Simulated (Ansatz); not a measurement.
# HF: the cost of one run

Program: Ansatz 0.2.0. Level of theory: DFT PBE+D3(BJ), plane waves, PAW, scalar-relativistic, no spin polarisation. These are calculated values, not measurements.

### 1 The system as given

The cell holds 20 atoms (F10H10): a = 6.479 Å, b = 6.479 Å, c = 6.479 Å, α = 90.00°, β = 90.00°, γ = 90.00°.

Its coordinates follow in the input file.

### 2 Relaxing the start

Contents of input.yaml:

```yaml
accuracy: low
crystal:
  lattice:
    - [6.479224, 0.0, 0.0]
    - [0.0, 6.479224, 0.0]
    - [0.0, 0.0, 6.479224]
  atoms:
    - { symbol: F, position: [0.2514831, 0.5634248, 0.7019447] }
    - { symbol: H, position: [0.3941607, 0.5454859, 0.692118] }
    - { symbol: F, position: [0.6422057, 0.392, 0.6963541] }
    - { symbol: H, position: [0.7601042, 0.3505709, 0.7681792] }
    - { symbol: F, position: [0.8924842, 0.572769, -0.0113013] }
    - { symbol: H, position: [0.8140687, 0.678411, 0.0475718] }
    - { symbol: F, position: [0.2964018, 0.1581578, 0.3920321] }
    - { symbol: H, position: [0.4326234, 0.1969, 0.418827] }
    - { symbol: F, position: [0.2188583, 0.3725371, 1.0188837] }
    - { symbol: H, position: [0.279458, 0.2588125, 0.9543109] }
    - { symbol: F, position: [0.4236869, 0.8530871, 1.0513894] }
    - { symbol: H, position: [0.4020501, 0.8926376, 0.9144849] }
    - { symbol: F, position: [0.0614954, 0.0442715, 0.9326371] }
    - { symbol: H, position: [0.1521543, -0.0256729, 0.8450928] }
    - { symbol: F, position: [0.6272654, 0.9344409, 0.6409256] }
    - { symbol: H, position: [0.6012738, 0.9287427, 0.4992667] }
    - { symbol: F, position: [0.9558327, 0.2850687, 0.2107793] }
    - { symbol: H, position: [0.9340606, 0.1472637, 0.174571] }
    - { symbol: F, position: [0.9987369, 0.8331794, 0.6319632] }
    - { symbol: H, position: [0.9042416, 0.8157402, 0.5245305] }
basis:
  ecutwfc: 420.0
kpoints:
  mp_grid: { grid: [1, 1, 1] }
hamiltonian:
  xc: pbe
  dispersion: d3bj
scf:
  occupations: { method: fermi_dirac, width: 0.02 }
  lower_state_search: "off"
relax:
  f_tol: 0.3
  max_steps: 15
  adjacent_minimum: "off"
output:
  write_density: true
  write_potential: true
  elf: true
  volumetric_format: npy
```

Started as:

```bash
$ ansatz run input.yaml --threads 1 --pin off --max-ram 3072MiB --backend cpu --events-out ev --progress --plain --runs-dir out
```

What time and memory should one allow on 1 thread of Arm Neoverse V1, shared host?

About 27 s, with a peak of 0.34 GiB.
